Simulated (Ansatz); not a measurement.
# CuO: the cost of one run

The runs use Ansatz 0.2.0, Gaussian basis; def2-QZVPP, core rule «outside noble gas», up to 10 orbitals frozen.

The runs, in order: UHF; ROHF; CCSD(T) on UHF.

2 further runs of the same task are left out: 2 set aside as unsound or not needed.

## 1. What is computed

The geometry is a PBE0/def2-TZVP stationary point (not a proven minimum) of the parent state, kept for this charge and spin.

2 atoms, charge 1, spin multiplicity 5.

Atoms are counted from 1 here; the program's logs count them from 0.

Bond lengths: Cu1–O2 1.812 Å.

## 2. UHF

in.yaml

```yaml
crystal:
  periodic: [false, false, false]
  atoms:
    - {symbol: Cu, position_ang: [0.000000, 0.000000, 0.000000]}
    - {symbol: O, position_ang: [0.000000, 0.000000, 1.811600]}
basis:
  gaussian: {orbitals: "def2-QZVPP.json"}
total_charge: 1
magnetization: {spin_polarized: true, initial_magnetization: 4}
hamiltonian: {xc: hf}
output: {orbitals: {seedname: orbitals}}
```

The run is started by

```sh
> ansatz run in.yaml --threads 1 --pin off --events-out ev --progress --plain --max-ram 4096MiB --backend cpu
```

What time and memory should one allow on 1 thread of AMD EPYC 7R13, shared host?

About 24 s, with a peak of 0.46 GiB.
